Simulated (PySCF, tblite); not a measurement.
# C5H6FNO2− (doublet): geometry, infrared bands and EPR parameters

Wanted: the infrared bands and EPR parameters of C5H6FNO2− (doublet) (`C[C@@]1([C]=[N-])CO[C@H](F)O1`), by calculation.

Computed with tblite 0.8.0 and PySCF 2.14.0, with density-fitted response routines of our own, on a single molecule in the gas phase. Atoms count from 0, in the outputs and in this text.

## (1) The starting structure

15 atoms, charge -1, multiplicity 2; geometry from: force field or distance geometry start.

Bonds of the start (Å): C0–C1 1.50, C1–C2 1.45, C2–N3 1.27, C1–C4 1.52, C4–O5 1.40, O5–C6 1.38, C6–F7 1.38, C6–O8 1.39, O8–C1 1.41, C0–H9 1.11, C0–H10 1.11, C0–H11 1.10, C4–H12 1.09, C4–H13 1.10, C6–H14 1.11.

## (2) Relaxing the molecule with GFN2-xTB

The job: settings as JSON, then the geometry in Å.

```
{"job": {"kind": "relax", "xc": "GFN2-xTB", "basis": "xTB"}, "charge": -1, "multiplicity": 2}
C     -1.223200     0.601500     0.524600
C     -0.454700    -0.363600    -0.321100
C     -1.255700    -1.209900    -1.185900
N     -2.041600    -2.078800    -0.702500
C      0.606200     0.446900    -1.038700
O      1.256800     0.955600     0.085700
C      1.457700    -0.209500     0.804900
F      2.663500    -0.737000     0.379800
O      0.389000    -1.065400     0.558900
H     -0.645100     0.894100     1.421000
H     -2.191000     0.198900     0.883400
H     -1.405100     1.503900    -0.075800
H      1.297500    -0.186500    -1.601600
H      0.100200     1.214700    -1.635400
H      1.441000     0.043000     1.880800
```

Launch:

```sh
$ OMP_NUM_THREADS=1 python probes_run.py task.json out
```

The driver reads the jobs from task.json and runs them one after another.

**Question.** This job is followed by: GFN2-xTB harmonic vibrations, gas phase; UKS B3LYP, pcH-1 on C F H N O, non-relativistic, mean-field spin-orbit, GIAO. What will the session give for the following? strongest single infrared mode (GFN2-xTB); zero-point energy (GFN2-xTB); g(iso) (B3LYP); ⟨S²⟩; largest a(iso).

The runs gave:

| quantity | value |
| --- | --- |
| strongest single infrared mode (GFN2-xTB) | 1397 cm⁻¹, 545 km/mol |
| zero-point energy (GFN2-xTB) | 64.8 kcal/mol |
| g(iso) (B3LYP) | 2.00344 |
| ⟨S²⟩ | 0.759 (exact 0.75) |
| largest a(iso) | 13C on C1, 121.0 MHz |

In words: Over 106 steps the energy fell by 2.659 eV; of the close pairs, C1–O8 changed most, 1.407 to 2.211 Å. The frame itself reshapes: C1···O8 goes from 1.41 to 2.21 Å. No mode is imaginary among the 39: a minimum at this level. The strongest single mode, at 1397 cm⁻¹, moves mainly C6 and O8. GFN2-xTB is a fitted tight-binding method: band positions and strengths are rough. Its intensities can rank the bands wrongly. The structure rearranged or came apart on optimisation; the results belong to the end geometry, not to the formula as drawn. The largest share of the spin, 0.62 e, sits on C1. The isotropic g lies 1.1 ppt above the free-electron value. The records flag this anion as possibly unbound in the gas phase, so the basis may hold the extra electron. The conformer search found further structures of the same energy, which may be mirror or relabelled copies of this one.
